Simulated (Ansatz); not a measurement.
# HOW: the cost of one run

Method: the settings change from run to run; program: Ansatz 0.2.0, Gaussian basis.

31 further runs of the same task are left out: 6 for a known fault of the program, 10 that didn't finish, 15 set aside as unsound or not needed.

### 1 The system

The geometry is a PBE0/def2-TZVP stationary point (not a proven minimum) of the parent state, kept for this charge and spin. No spin-orbit coupling is included. Elements past krypton take def2 core potentials.

3 atoms, charge 0, spin multiplicity 4.

Atoms are counted from 1 here; the program's logs count them from 0.

Bond lengths: W1–O2 1.971 Å, W1–H3 1.725 Å. Angles: O2–W1–H3 121.7°.

### 2 BCCD(T) on UHF/def2-SVP

in.yaml

```yaml
crystal:
  periodic: [false, false, false]
  atoms:
    - {symbol: W, position_ang: [0.000000, -0.016260, 0.151778]}
    - {symbol: O, position_ang: [0.000000, 0.098866, -1.815880]}
    - {symbol: H, position_ang: [0.000000, 1.396412, 1.141010]}
basis:
  gaussian: {orbitals: def2-SVP}
magnetization: {spin_polarized: true, initial_magnetization: 3}
correlation: {method: bccd_t, electrons: outside_noble_gas}
output: {forces: true}
```

The run is started by

```
$ ansatz run in.yaml --threads 1 --pin off --events-out ev --progress --plain --max-ram 2393MiB
```

What time and memory should one allow on 1 thread of Arm Neoverse V1, shared host?

About 32 s, with a peak of 0.26 GiB.
